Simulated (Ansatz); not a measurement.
# Cl2Zn: a dynamics run in two tries

The task is a short trajectory.

Method: RKS BLYP/def2-SVP, in Ansatz 0.2.0.

**1. Starting point**

Bond lengths: Zn1–Cl2 2.118 Å, Zn1–Cl3 2.118 Å. Angles: Cl2–Zn1–Cl3 180.0°.

Structure file:

```xyz
3

Zn    0.0000    0.0000    0.0000
Cl    0.0000    0.0000    2.1184
Cl    0.0000    0.0000   -2.1184
```

**2. The run**

Input file input.yaml:

```yaml
crystal:
  periodic: [false, false, false]
  atoms:
    - { symbol: Zn, position_ang: [0.0, 0.0, 0.0] }
    - { symbol: Cl, position_ang: [0.0, 0.0, 2.118389] }
    - { symbol: Cl, position_ang: [0.0, 0.0, -2.118389] }
basis:
  gaussian: { orbitals: def2-SVP }
hamiltonian:
  xc: blyp
md:
  timestep: 2.0
  n_steps: 25
  ensemble: nve
  temperature: 500.0
  initial_velocities: maxwell_boltzmann
  seed: 321859
  temperature_schedule: [{ n_steps: 10, end_temperature: 100.0 }]
```

The run is started by

```bash
$ ansatz run input.yaml --threads 1 --pin off --max-ram 2048MiB --backend cpu --events-out ev --progress --plain --runs-dir out
```

Before running it: what results should come out? Wanted: first try.

**Answer**, as computed:

```
 quantity                                                                             value
first try                                                                           refused
    cause  a temperature schedule needs a thermostat, and a run at constant energy has none
```

In words: The fault in the first input was caught at the input check and cost nothing.
